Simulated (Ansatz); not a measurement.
C₂H₇NSSi, SMILES CN=C[SiH2]S: vertical spin-state energies, run with Ansatz 0.2.0 through its Python package.

The script, `c2h7nssi.py`:
```python
import warnings

import ansatz as az
from ase import Atoms

warnings.simplefilter("ignore", az.DeckWarning)

atoms = Atoms(["C", "N", "C", "Si", "S", "H", "H", "H", "H", "H", "H", "H"], positions=[
    (-1.6113, 0.8296, -0.1105),
    (-0.9575, 0.2887, -1.2555),
    (0.0405, -0.4623, -1.079),
    (0.9873, -0.9946, 0.5136),
    (2.0492, 0.6168, 1.3257),
    (-2.5309, 1.439, -0.4964),
    (-1.0064, 1.5937, 0.4209),
    (-1.9948, 0.1254, 0.5577),
    (0.5669, -0.8593, -1.9199),
    (1.8711, -2.1099, 0.2718),
    (-0.0682, -1.4615, 1.5671),
    (2.7312, 0.9391, 0.2385),
])
mol = az.Crystal.molecule_from_ase(atoms)

model = mol.calculation().basis(gaussian="6-31G*").functional("HF")
found = {}
for unpaired in [0, 2]:
    report = model.spin("collinear", total=unpaired).run(threads=1, backend="cpu").report
    s = unpaired / 2
    found[unpaired] = report["free_energy_ev"]
    print(f"2S+1 = {unpaired + 1}: E = {found[unpaired]:.5f} eV, <S^2> = {abs(report['mean_field']['state']['spin_squared']):.3f} (pure state {s * (s + 1):.2f})")
lowest = min(found, key=found.get)
for unpaired, e in found.items():
    print(f"multiplicity {unpaired + 1}: {(e - found[lowest]):.3f} eV above the lowest")
```

Which spin state is lowest at this geometry, and how far above lie the others?

In order: multiplicity 1 (+0.00 eV) and multiplicity 3 (+2.75 eV), all at the one geometry.

The run itself:

```console
$ python c2h7nssi.py
2S+1 = 1: E = -22331.29861 eV, <S^2> = 0.090 (pure state 0.00)
2S+1 = 3: E = -22328.55015 eV, <S^2> = 2.018 (pure state 2.00)
multiplicity 1: 0.000 eV above the lowest
multiplicity 3: 2.748 eV above the lowest
```

Notes:
- Total energies depend on the basis set; only differences at equal settings carry meaning.
- The geometry is a force-field or estimated start, not a minimum of this method, and the basis set is short of its limit. All parts are taken at fixed geometry, without zero-point energy.
- The expectation value of S² is noticeably off S(S+1) in at least one run, so that state is spin-contaminated.
- Hartree-Fock leaves correlation out, so it favours high-spin states too much.
- Wall time of the script: 15 s on 1 thread of Intel(R) Xeon(R) Platinum 8488C (Sapphire Rapids), with other jobs on the host, peak memory 0.32 GiB.

(Lines on the test bed's own set-up are left out of the output.)
